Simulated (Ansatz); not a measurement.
# ClFH4OSi: the cost of one run

Method: RHF/def2-SVPD, in Ansatz 0.2.0.

1 further run of the same task is left out (it didn't finish).

### 1 Starting point

Bond lengths: Si1–Cl2 2.480 Å, Si1–H3 1.460 Å, Si1–H4 1.459 Å, Si1–F5 1.589 Å, Si1–O6 1.980 Å, O6–H7 1.010 Å, Cl2–H8 1.530 Å. Angles: Si1–Cl2–H8 62.3°, Cl2–Si1–H3 109.5°, Cl2–Si1–H4 109.5°, Cl2–Si1–F5 109.5°, Cl2–Si1–O6 71.6°, H3–Si1–H4 109.5°, H3–Si1–F5 109.5°, H3–Si1–O6 178.9°, H4–Si1–F5 109.5°, H4–Si1–O6 70.0°, F5–Si1–O6 70.0°, Si1–O6–H7 109.5°.

As a file:

```xyz
8

Si    0.0000    0.0000    0.0000
Cl    0.0000    0.0000    2.4800
H     1.3768    0.0000   -0.4862
H    -0.6877    1.1914   -0.4862
F    -0.7489   -1.2974   -0.5295
O    -1.8790    0.0000    0.6243
H    -2.4241   -0.6297    0.0530
H    -1.3553    0.0000    1.7690
```

### 2 Pulling towards end A

Springs on the bonds that form and break draw the guess towards this end; the thresholds are loose.

input.yaml

```yaml
crystal:
  periodic: [false, false, false]
  atoms:
    - { symbol: Si, position_ang: [0.0, 0.0, 0.0] }
    - { symbol: Cl, position_ang: [0.0, 0.0, 2.48] }
    - { symbol: H, position_ang: [1.3768, 0.0, -0.4862] }
    - { symbol: H, position_ang: [-0.6877, 1.1914, -0.4862] }
    - { symbol: F, position_ang: [-0.7489, -1.2974, -0.5295] }
    - { symbol: O, position_ang: [-1.879, 0.0, 0.6243] }
    - { symbol: H, position_ang: [-2.4241, -0.6297, 0.053] }
    - { symbol: H, position_ang: [-1.3553, 0.0, 1.769] }
basis:
  gaussian: { orbitals: def2-SVPD }
hamiltonian:
  xc: hf
relax:
  f_tol: 0.15
  max_steps: 25
  restrain:
    - { distance: [0, 5], at: 2.88, k: 30.0 }
    - { distance: [7, 1], at: 2.57, k: 30.0 }
    - { distance: [0, 1], at: 2.13, k: 30.0 }
    - { distance: [7, 5], at: 1.01, k: 30.0 }
```

Started as:

```bash
$ ansatz run input.yaml --threads 2 --pin off --max-ram 3072MiB --backend cpu --events-out ev --progress --plain --runs-dir out
```

What time and memory should one allow on 2 threads of Arm Neoverse V1, shared host?

About 23 s, with a peak of 0.27 GiB.
